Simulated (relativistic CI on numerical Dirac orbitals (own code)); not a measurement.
**Zr³⁺: M2,3 absorption multiplets**

Wanted: the shape of the M2,3 absorption spectrum of Zr³⁺ in 5 surroundings, from the same atomic integrals.

Method: Dirac-Coulomb-Breit CI, KLI orbitals optimised for each configuration, model QED (radiative potential, 1s self-energy scaled to tabulated hydrogen-like ionisation energies), valence Slater integrals scaled by 0.9, multiplet model of core-to-valence dipole absorption. Code: relativistic CI on numerical Dirac orbitals (own code) version 1.

## Step 1: The atom as given

* ion: Zr³⁺ (Zr IV)
* nuclear charge: 40
* electrons: 37
* configurations: [Kr] 4d → [Ne] 3s2 3p5 3d10 4s2 4p6 4d2
* magnetising field for the dichroism, Lz and Sz: exchange field 10 meV on Sz; these come from the lowest magnetised state alone (0 K)
* temperature of the isotropic spectrum: 300 K
* widths: Lorentz 2 eV, Gauss 0.4 eV
* surrounding 1: free ion
* surrounding 2: Td, 10Dq = -2650 cm⁻¹
* surrounding 3: Td, 10Dq = -6000 cm⁻¹
* surrounding 4: Td, 10Dq = -9350 cm⁻¹
* surrounding 5: Td, 10Dq = -12700 cm⁻¹

## Step 2: Surrounding 1: free ion

Settings of the run:

```ini
atom Zr  Z=40  charge=3  electrons=37
nucleus A=90  rms_radius_fm=4.2694
hamiltonian dirac-coulomb  breit=on  qed=on  c_scale=1
orbitals kli  potential=per-configuration
slater_scale 0.9
correlation none
mixing on
configurations
  [Kr] 4d
  [Ne] 3s2 3p5 3d10 4s2 4p6 4d2
end
absorption M2,3 T=300 lorentz=2 gauss=0.4
crystal_field free
```

The program writes no log. Results of the run, from its result record (rounded, main fields), cut to the lines that bear on the results:

```text
status: converged
curve, one point in 3 above 2 % of the maximum [energy, isotropic, mcd, ld] [eV; bohr^2/eV]:
  - [329, 3.228e-05, 2.465e-06, 2.42e-06]
  - [329.75, 3.887e-05, 2.823e-06, 3.144e-06]
  - [330.5, 4.775e-05, 3.303e-06, 4.235e-06]
  - [331.25, 6.015e-05, 3.983e-06, 5.959e-06]
  - [332, 7.82e-05, 5.021e-06, 8.844e-06]
  - [332.75, 0.000106, 6.765e-06, 1.403e-05]
  - [333.5, 0.0001519, 1.009e-05, 2.424e-05]
  - [334.25, 0.0002355, 1.745e-05, 4.671e-05]
  - [335, 0.0004075, 3.558e-05, 0.0001023]
  - [335.75, 0.000781, 6.418e-05, 0.0002312]
  - [336.5, 0.001306, -1.101e-05, 0.0002667]
  - [337.25, 0.001583, -0.0001125, -0.0001233]
  - [338, 0.001408, 5.404e-05, -0.0003934]
  - [338.75, 0.0007831, 0.0001168, -0.0002365]
  - [339.5, 0.000414, 6.844e-05, -9.647e-05]
  - [340.25, 0.0002579, 5.556e-05, -2.975e-05]
  - [341, 0.0001778, 4.673e-05, -4.144e-06]
  - [341.75, 0.0001233, 2.904e-05, -2.328e-06]
  - [342.5, 9.159e-05, 2.007e-05, -9.303e-07]
  - [343.25, 7.33e-05, 1.685e-05, 1.544e-06]
  - [344, 6.264e-05, 1.635e-05, 4.417e-06]
  - [344.75, 5.713e-05, 1.756e-05, 7.769e-06]
  - [345.5, 5.594e-05, 2.035e-05, 1.207e-05]
  - [346.25, 5.954e-05, 2.512e-05, 1.823e-05]
  - [347, 7.006e-05, 3.293e-05, 2.805e-05]
  - [347.75, 9.337e-05, 4.612e-05, 4.569e-05]
  - [348.5, 0.0001453, 7.011e-05, 8.184e-05]
  - [349.25, 0.0002657, 0.0001222, 0.0001651]
  - "... 9 more rows left out ..."
sticks, the strongest [energy, strength] [eV, bohr^2]:
  - [336.43, 0.001363]
  - [336.63, 0.0008743]
  - [337.16, 0.0002787]
  - [337.29, 0.0002356]
  - [337.41, 0.0001414]
  - [337.51, 0.0001723]
  - [337.7, 0.002045]
  - [337.8, 0.000785]
  - [337.85, 0.0001723]
  - [338.11, 0.0002672]
  - [349.97, 0.0002673]
  - [350.26, 0.0008644]
  - [351.32, 0.0004388]
  - [351.46, 0.0002517]
total [bohr^2]: 0.00875048
centroid [eV]: 340.58
radial 3p6 4d [Ha, bohr]: {"<r^-3>(4d)": 3.3585, "<r^1>(4d)": 1.836, "<r^2>(4d)": 3.9297, "<r^4>(4d)": 26.246, "zeta(4d)": 0.0020199}
radial 3p5 4d2 [Ha, bohr]: {"<r^-3>(3p)": 334.87, "<r^1>(3p)": 0.45673, "<r^2>(3p)": 0.24278, "<r^4>(3p)": 0.096203, "zeta(3p)": 0.3391, "<r^-3>(4d)": 3.9703, "<r^1>(4d)": 1.7221, "<r^2>(4d)": 3.46, "<r^4>(4d)": 20.376, "F2(4d,4d)": 0.26748, "F4(4d,4d)": 0.17583, "F2(3p,4d)": 0.12244, "G1(3p,4d)": 0.027705, "G3(3p,4d)": 0.026747, "zeta(4d)": 0.0025445}
ground_degeneracy: 4
ground_Lz: 1.82173
ground_Sz: -0.321732
ground_S: 0.5
core_spin_orbit_splitting [eV]: 13.9461
branching_ratio: 0.758441
edge_boundary [eV]: 345.317
mcd_integrals: [0.0117021, 0.0775665]
```

Wall time 0.31 s (1 thread, shared host).

## Step 3: Surrounding 2: Td, 10Dq = -2650

Changes to the settings of step 2:

```diff
@@ -12,2 +12,2 @@
 absorption M2,3 T=300 lorentz=2 gauss=0.4
-crystal_field free
+crystal_field Td 10Dq=-2650
```

Main fields:

```text
status: converged
curve, one point in 5 above 2 % of the maximum [energy, isotropic, mcd, ld] [eV; bohr^2/eV]:
  - [329, 3.085e-05, -1.089e-06, 7.235e-06]
  - [330.25, 4.242e-05, -1.608e-06, 1.074e-05]
  - [331.5, 6.226e-05, -2.415e-06, 1.744e-05]
  - [332.75, 0.0001008, -3.6e-06, 3.241e-05]
  - [334, 0.0001915, -4.467e-06, 7.483e-05]
  - [335.25, 0.0004784, 1.386e-06, 0.0002381]
  - [336.5, 0.001224, -9.872e-05, 0.000498]
  - [337.75, 0.001423, -0.0001954, -8.158e-05]
  - [339, 0.00064, 2.052e-05, -0.0001644]
  - [340.25, 0.0002577, 3.167e-06, -5.222e-05]
  - [341.5, 0.0001402, 8.554e-07, -2.306e-05]
  - [342.75, 8.429e-05, 1.868e-06, -3.276e-06]
  - [344, 6.266e-05, 3.964e-06, 4.113e-06]
  - [345.25, 5.65e-05, 6.952e-06, 9.926e-06]
  - [346.5, 6.368e-05, 1.174e-05, 1.935e-05]
  - [347.75, 9.65e-05, 2.077e-05, 4.343e-05]
  - [349, 0.0002203, 4.203e-05, 0.000132]
  - [350.25, 0.0004978, 0.0001443, 0.0002748]
  - [351.5, 0.0004828, 0.0002893, 6.315e-05]
  - [352.75, 0.0002319, 0.0001595, -2.644e-05]
  - [354, 0.0001011, 8.694e-05, -1.664e-05]
  - [355.25, 5.972e-05, 6.183e-05, -1.512e-05]
  - [356.5, 3.361e-05, 2.504e-05, -2.205e-06]
sticks, the strongest [energy, strength] [eV, bohr^2]:
  - [336.47, 0.0002467]
  - [336.6, 0.0005491]
  - [337.18, 0.0006751]
  - [337.79, 0.0002455]
  - [337.83, 0.0002641]
  - [349.95, 0.0002898]
  - [350.33, 0.000335]
  - [351.21, 0.0002469]
total [bohr^2]: 0.00869651
centroid [eV]: 341.052
ground_degeneracy: 4
ground_Lz: 0.682372
ground_Sz: -0.486113
ground_S: 0.5
core_spin_orbit_splitting [eV]: 13.9461
branching_ratio: 0.727859
edge_boundary [eV]: 345.316
mcd_integrals: [-0.0160678, 0.0460547]
```

Run time: 0.26 s. Hardware: 1 thread, shared host.

## Step 4: Surrounding 3: Td, 10Dq = -6000

Changes to the settings of step 3:

```diff
@@ -12,2 +12,2 @@
 absorption M2,3 T=300 lorentz=2 gauss=0.4
-crystal_field Td 10Dq=-2650
+crystal_field Td 10Dq=-6000
```

Main fields:

```text
status: converged
curve, one point in 5 above 2 % of the maximum [energy, isotropic, mcd, ld] [eV; bohr^2/eV]:
  - [329, 3.035e-05, -2.655e-06, 8.393e-06]
  - [330.25, 4.174e-05, -3.781e-06, 1.25e-05]
  - [331.5, 6.132e-05, -5.66e-06, 2.041e-05]
  - [332.75, 9.958e-05, -9.02e-06, 3.832e-05]
  - [334, 0.0001913, -1.534e-05, 9.056e-05]
  - [335.25, 0.0004806, -3.013e-05, 0.0002867]
  - [336.5, 0.001149, -0.0001675, 0.0004852]
  - [337.75, 0.001366, -0.0002348, 1.053e-05]
  - [339, 0.0006787, -6.309e-06, -0.0001914]
  - [340.25, 0.000263, -7.798e-06, -5.4e-05]
  - [341.5, 0.0001428, -1.039e-05, -2.728e-05]
  - [342.75, 8.572e-05, -3.588e-06, -4.807e-06]
  - [344, 6.325e-05, 4.074e-07, 3.806e-06]
  - [345.25, 5.702e-05, 3.901e-06, 9.934e-06]
  - [346.5, 6.454e-05, 8.6e-06, 1.994e-05]
  - [347.75, 9.887e-05, 1.729e-05, 4.723e-05]
  - [349, 0.0002268, 3.961e-05, 0.0001499]
  - [350.25, 0.000476, 0.000114, 0.0002272]
  - [351.5, 0.0004939, 0.0002206, 3.153e-05]
  - [352.75, 0.0002696, 0.0001398, -5.993e-05]
  - [354, 0.0001057, 5.81e-05, -1.653e-05]
  - [355.25, 5.983e-05, 4.544e-05, -1.325e-05]
  - [356.5, 3.472e-05, 1.975e-05, -3.062e-06]
sticks, the strongest [energy, strength] [eV, bohr^2]:
  - [335.82, 0.0003494]
  - [336.95, 0.0003107]
  - [337.15, 0.0007233]
  - [337.19, 0.0003137]
  - [337.21, 0.0004321]
  - [338.02, 0.0003583]
  - [338.09, 0.0003366]
  - [349.71, 0.0003345]
total [bohr^2]: 0.00868005
centroid [eV]: 341.22
ground_degeneracy: 4
ground_Lz: 0.305523
ground_Sz: -0.497182
ground_S: 0.5
core_spin_orbit_splitting [eV]: 13.9461
branching_ratio: 0.71849
edge_boundary [eV]: 345.387
mcd_integrals: [-0.0270634, 0.036948]
```

It took 0.26 s on 1 thread, shared host.

## Step 5: Surrounding 4: Td, 10Dq = -9350

Changes to the settings of step 4:

```diff
@@ -12,2 +12,2 @@
 absorption M2,3 T=300 lorentz=2 gauss=0.4
-crystal_field Td 10Dq=-6000
+crystal_field Td 10Dq=-9350
```

Main fields:

```text
status: converged
curve, one point in 5 above 2 % of the maximum [energy, isotropic, mcd, ld] [eV; bohr^2/eV]:
  - [328.75, 2.856e-05, -3.108e-06, 8.399e-06]
  - [330, 3.893e-05, -4.415e-06, 1.243e-05]
  - [331.25, 5.652e-05, -6.627e-06, 2.013e-05]
  - [332.5, 9.034e-05, -1.073e-05, 3.74e-05]
  - [333.75, 0.0001699, -1.924e-05, 8.735e-05]
  - [335, 0.0004142, -4.301e-05, 0.0002716]
  - [336.25, 0.0009243, -0.0001685, 0.0004205]
  - [337.5, 0.001386, -0.0002496, 0.0001839]
  - [338.75, 0.0008549, -2.622e-05, -0.0002251]
  - [340, 0.0003319, -4.437e-06, -8.049e-05]
  - [341.25, 0.0001601, -9.778e-06, -2.87e-05]
  - [342.5, 9.661e-05, -6.1e-06, -1.013e-05]
  - [343.75, 6.734e-05, -8.708e-07, 2.091e-06]
  - [345, 5.8e-05, 2.883e-06, 8.944e-06]
  - [346.25, 6.267e-05, 7.568e-06, 1.875e-05]
  - [347.5, 9.123e-05, 1.623e-05, 4.471e-05]
  - [348.75, 0.0001983, 3.948e-05, 0.0001414]
  - [350, 0.0003971, 0.0001012, 0.0002043]
  - [351.25, 0.0005139, 0.000179, 5.755e-05]
  - [352.5, 0.0003472, 0.000158, -7.789e-05]
  - [353.75, 0.0001346, 5.499e-05, -2.53e-05]
  - [355, 6.592e-05, 3.452e-05, -1.082e-05]
  - [356.25, 3.968e-05, 2.18e-05, -5.413e-06]
sticks, the strongest [energy, strength] [eV, bohr^2]:
  - [335.58, 0.0003907]
  - [336.94, 0.0008451]
  - [337.01, 0.000506]
  - [337.82, 0.000388]
  - [338.09, 0.0003085]
  - [338.14, 0.0003414]
  - [349.46, 0.000342]
  - [350.8, 0.0003114]
total [bohr^2]: 0.0086753
centroid [eV]: 341.288
ground_degeneracy: 4
ground_Lz: 0.194803
ground_Sz: -0.498843
ground_S: 0.5
core_spin_orbit_splitting [eV]: 13.9461
branching_ratio: 0.715808
edge_boundary [eV]: 345.492
mcd_integrals: [-0.0303625, 0.0343172]
```

It took 0.26 s on 1 thread, shared host.

## Step 6: Surrounding 5: Td, 10Dq = -12700

Changes to the settings of step 5:

```diff
@@ -12,2 +12,2 @@
 absorption M2,3 T=300 lorentz=2 gauss=0.4
-crystal_field Td 10Dq=-9350
+crystal_field Td 10Dq=-12700
```

Main fields:

```text
status: converged
curve, one point in 5 above 2 % of the maximum [energy, isotropic, mcd, ld] [eV; bohr^2/eV]:
  - [328.5, 2.706e-05, -3.33e-06, 8.319e-06]
  - [329.75, 3.662e-05, -4.728e-06, 1.226e-05]
  - [331, 5.27e-05, -7.113e-06, 1.976e-05]
  - [332.25, 8.331e-05, -1.16e-05, 3.652e-05]
  - [333.5, 0.0001548, -2.128e-05, 8.498e-05]
  - [334.75, 0.0003729, -4.993e-05, 0.0002633]
  - [336, 0.0007516, -0.0001781, 0.0003489]
  - [337.25, 0.001293, -0.0002208, 0.0003178]
  - [338.5, 0.001034, -8.091e-05, -0.0001842]
  - [339.75, 0.0004344, -1.746e-06, -0.0001283]
  - [341, 0.0001869, -5.121e-06, -3.275e-05]
  - [342.25, 0.0001098, -7.107e-06, -1.534e-05]
  - [343.5, 7.324e-05, -1.761e-06, -5.366e-07]
  - [344.75, 5.99e-05, 2.413e-06, 7.867e-06]
  - [346, 6.182e-05, 7.192e-06, 1.785e-05]
  - [347.25, 8.611e-05, 1.601e-05, 4.315e-05]
  - [348.5, 0.0001802, 4.026e-05, 0.0001367]
  - [349.75, 0.0003283, 0.0001006, 0.0001834]
  - [351, 0.0005001, 0.0001669, 9.389e-05]
  - [352.25, 0.0004055, 0.0001491, -6.201e-05]
  - [353.5, 0.0001792, 6.204e-05, -4.335e-05]
  - [354.75, 7.683e-05, 2.712e-05, -1.095e-05]
  - [356, 4.502e-05, 2.232e-05, -6.949e-06]
  - [357.25, 2.842e-05, 1.125e-05, -1.911e-06]
sticks, the strongest [energy, strength] [eV, bohr^2]:
  - [335.34, 0.0004138]
  - [337.06, 0.0006649]
  - [337.14, 0.0005361]
  - [337.89, 0.0003295]
  - [338, 0.0004541]
  - [338.31, 0.0005507]
  - [349.22, 0.0003454]
  - [350.82, 0.0004154]
total [bohr^2]: 0.00867308
centroid [eV]: 341.335
ground_degeneracy: 4
ground_Lz: 0.142755
ground_Sz: -0.499375
ground_S: 0.5
core_spin_orbit_splitting [eV]: 13.9461
branching_ratio: 0.714578
edge_boundary [eV]: 345.616
mcd_integrals: [-0.031929, 0.0330927]
```

Wall time 0.26 s (1 thread, shared host).

## Step 7: The spectra side by side

| surrounding | ground S | Lz (0 K) | Sz (0 K) | centroid (eV) | share of the lower edge | up to four highest peaks (% of the highest), eV |
| --- | --- | --- | --- | --- | --- | --- |
| 1: free | 0.50 | 1.82 | -0.32 | 340.58 | 0.758 | 337.5 (100), 350.5 (31) |
| 2: Td | 0.50 | 0.68 | -0.49 | 341.05 | 0.728 | 337.2 (100), 350.8 (35) |
| 3: Td | 0.50 | 0.31 | -0.50 | 341.22 | 0.718 | 337.2 (100), 351.0 (36) |
| 4: Td | 0.50 | 0.19 | -0.50 | 341.29 | 0.716 | 337.5 (100), 351.0 (38) |
| 5: Td | 0.50 | 0.14 | -0.50 | 341.33 | 0.715 | 337.5 (100), 351.2 (38) |

## Step 8: Summary of results

| quantity | value |
| --- | --- |
| highest peak, first run | 337.5 eV |
| ground spin (effective S from ⟨S²⟩) | 0.50 |
| share of the lower edge | 0.715 to 0.758 |
| core spin-orbit splitting (without Breit) | 13.95 eV |

The lower edge takes 0.76 of the intensity in surrounding 1, above the statistical 0.67. The highest peak stays in place, within the step of the energy grid, in all surroundings. Edge positions are free-ion values and differ from those in solids by a few eV or more.
